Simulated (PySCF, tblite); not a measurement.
# C₃H₈Al₂Cl₃F: geometry, infrared bands and NMR shifts

What infrared bands and NMR shifts should C₃H₈Al₂Cl₃F (`CC[CH2][Al@H-]1[Cl+][Al@-]([F])([Cl])[Cl+]1`) show?

The runs use tblite 0.8.0 and PySCF 2.14.0, with density-fitted response routines of our own; the level of theory stands in each step. All values are computed, except where a source is named. Atoms are numbered from 0 throughout.

## (1) The starting structure

17 atoms, charge 0, multiplicity 1; geometry from: force field or distance geometry start.

Bonds of the start (Å): C0–C1 1.50, C1–C2 1.52, C2–Al3 1.99, Al3–Cl4 2.20, Cl4–Al5 2.21, Al5–F6 1.80, Al5–Cl7 2.21, Al5–Cl8 2.20, Cl8–Al3 2.20, C0–H9 1.11, C0–H10 1.10, C0–H11 1.12, C1–H12 1.13, C1–H13 1.11, C2–H14 1.12, C2–H15 1.12, Al3–H16 1.59.

## (2) Relaxing the molecule with GFN2-xTB

What the job is given:

```
{"job": {"kind": "relax", "xc": "GFN2-xTB", "basis": "xTB"}, "charge": 0, "multiplicity": 1}
C     -2.434600     0.615900    -0.459500
C     -2.059300    -0.636100     0.274600
C     -0.666500    -0.489800     0.852800
Al     0.729700    -0.152300    -0.526000
Cl     2.442400    -1.535100    -0.437100
Al     3.773300     0.223100    -0.544600
F      5.126800     0.213500     0.649000
Cl     4.381700     0.834000    -2.576400
Cl     2.085100     1.449000     0.139600
H     -2.837600     1.365300     0.256200
H     -1.525600     1.023800    -0.921000
H     -3.194000     0.405400    -1.259000
H     -2.790100    -0.810300     1.124100
H     -2.121100    -1.511800    -0.408300
H     -0.682700     0.399900     1.530000
H     -0.388500    -1.359300     1.502400
H      0.153900    -0.023200    -1.998400
```

Launch:

```
$ OMP_NUM_THREADS=1 python probes_run.py task.json out
```

One launch serves the whole session: the jobs run in the order shown.

**Question.** This job is followed by: GFN2-xTB harmonic vibrations, gas phase; GIAO PBE0/pcSseg-1 NMR shielding, non-relativistic, gas phase. What will the session give for the following? strongest single infrared mode (GFN2-xTB); zero-point energy (GFN2-xTB); ¹³C shifts against TMS (PBE0/pcSseg-1); ¹H shifts against TMS (PBE0/pcSseg-1, means over atoms taken as alike); ²⁷Al shifts against AlH4- (PBE0/pcSseg-1); ³⁵Cl shifts against HCl (PBE0/pcSseg-1, means over atoms taken as alike); ¹⁹F shifts against CFCl3 (PBE0/pcSseg-1).

The runs gave:

| quantity | value |
| --- | --- |
| strongest single infrared mode (GFN2-xTB) | 661 cm⁻¹, 358 km/mol |
| zero-point energy (GFN2-xTB) | 66.4 kcal/mol |
| ¹³C shifts against TMS (PBE0/pcSseg-1) | 24.2, 22.0, 18.4 ppm |
| ¹H shifts against TMS (PBE0/pcSseg-1, means over atoms taken as alike) | 4.49, 1.72, 1.08, 0.91 ppm |
| ²⁷Al shifts against AlH4- (PBE0/pcSseg-1) | 73.8, 11.3 ppm |
| ³⁵Cl shifts against HCl (PBE0/pcSseg-1, means over atoms taken as alike) | 72, -17 ppm |
| ¹⁹F shifts against CFCl3 (PBE0/pcSseg-1) | -151.9 ppm |

What this shows: Relaxing lowered the energy by 0.907 eV in 142 steps; the close pair that moved most is Al5–Cl7, from 2.207 to 2.019 Å. All 45 modes are real, so the xTB geometry is a minimum. The strongest single mode, at 661 cm⁻¹, moves mainly H16. Unscaled tight-binding wavenumbers are off by several per cent, some by more. Its intensities can rank the bands wrongly.
